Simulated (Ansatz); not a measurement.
# SnH2 (triplet): the correlation ladder at scale of all distances = 1.774, def2-SVP

Aim: climb from Hartree-Fock through coupled cluster and multireference methods for SnH2 (triplet) at one geometry and basis, and see what each rung misses.

Computed with Ansatz 0.2.0, Gaussian basis. Level: def2-SVP, core rule «outside noble gas», up to 9 orbitals frozen.

The runs, in order: UHF; CCSD(T) on ROHF; CCSD(T) on UHF; BCCD(T) on ROHF; CISD; CCSDT(Q) on ROHF; CCSDT(Q) on UHF; CASSCF and MRCISD+Q, 4 electrons in 4 orbitals; CASSCF and NEVPT2, 4 electrons in 4 orbitals; CASSCF and MRCISD+Q, 6 electrons in 6 orbitals; CASSCF and NEVPT2, 6 electrons in 6 orbitals; Full CI.

15 further runs of the same task are left out: 7 that didn't finish, 8 set aside as unsound or not needed.

## Step 1: The system

The geometry derives from a PBE0/def2-TZVP stationary point (not a proven minimum). All distances are scaled together. No spin-orbit coupling is included. Elements past krypton take def2 core potentials.

3 atoms, charge 0, spin multiplicity 3.

Atoms are counted from 1 here; the program's logs count them from 0.

No contacts short enough for the rule that draws bonds.

Coordinates:

```
Sn    0.0000   -0.0255    0.0000
H     0.0000    1.5034   -2.6304
H     0.0000    1.5034    2.6304
```

## Step 2: UHF

in.yaml

```yaml
crystal:
  periodic: [false, false, false]
  atoms:
    - {symbol: Sn, position_ang: [0.000000, -0.025530, 0.000000]}
    - {symbol: H, position_ang: [0.000000, 1.503382, -2.630404]}
    - {symbol: H, position_ang: [0.000000, 1.503382, 2.630404]}
basis:
  gaussian: {orbitals: def2-SVP}
magnetization: {spin_polarized: true, initial_magnetization: 2}
hamiltonian: {xc: hf}
output: {orbitals: {seedname: orbitals}}
```

Run with:

```
ansatz run in.yaml --threads 1 --pin off --events-out ev --progress --plain --max-ram 2393MiB
```

After this run come: CCSD(T) on ROHF; CCSD(T) on UHF; BCCD(T) on ROHF; CISD; CCSDT(Q) on ROHF; CCSDT(Q) on UHF; CASSCF and MRCISD+Q, 4 electrons in 4 orbitals; CASSCF and NEVPT2, 4 electrons in 4 orbitals; CASSCF and MRCISD+Q, 6 electrons in 6 orbitals; CASSCF and NEVPT2, 6 electrons in 6 orbitals; Full CI.

Before running them: what should the planned runs give, taken together? Wanted: FCI below the RHF energy; RMP2 from FCI; UMP2 from FCI; RCCSD from FCI; RCCSD(T) from FCI; UCCSD(T) from FCI; RCCSDT(Q) from FCI; UCCSDT(Q) from FCI; NEVPT2 pair from FCI.

As calculated:

| quantity | value |
| --- | --- |
| FCI below the RHF energy | -3.0388 eV |
| RMP2 from FCI | +1513.8 meV |
| UMP2 from FCI | +1064.1 meV |
| RCCSD from FCI | +352.4 meV |
| RCCSD(T) from FCI | +101.5 meV |
| UCCSD(T) from FCI | +115.4 meV |
| RCCSDT(Q) from FCI | -10.8 meV |
| UCCSDT(Q) from FCI | -13.0 meV |
| NEVPT2 pair from FCI | +505.9 meV |
| MRCISD+Q pair from FCI | +62.1 meV |
| NEVPT2 valence from FCI | +309.1 meV |
| levels within 1 kcal/mol (43 meV) | RCCSDT, UCCSDT, RCCSDT(Q), UCCSDT(Q), MRCISD valence, MRCISD+Q valence |
| T1 diagnostic | 0.088 |
| effectively unpaired electrons | 2.90 |

RCCSD(T) lands +101.5 meV from the yardstick (3.3 % of the correlation energy). RCCSDT(Q), UCCSDT(Q), MRCISD+Q valence fall below full CI: unrestricted runs freeze a spin-polarised core, another one than full CI's, and coupled cluster isn't variational. The occupations show strong static correlation (2.9 unpaired electrons where one determinant has 2). Coupled cluster on one determinant still stays close here. Of the multireference levels listed MRCISD+Q valence comes nearest in total energy (-16.7 meV), which doesn't show that its space is the better one. Coupled cluster took another determinant than the lowest Hartree-Fock one. These misses are within one basis, not against nature; the frozen cores of restricted and unrestricted runs differ, which can shift their rows.
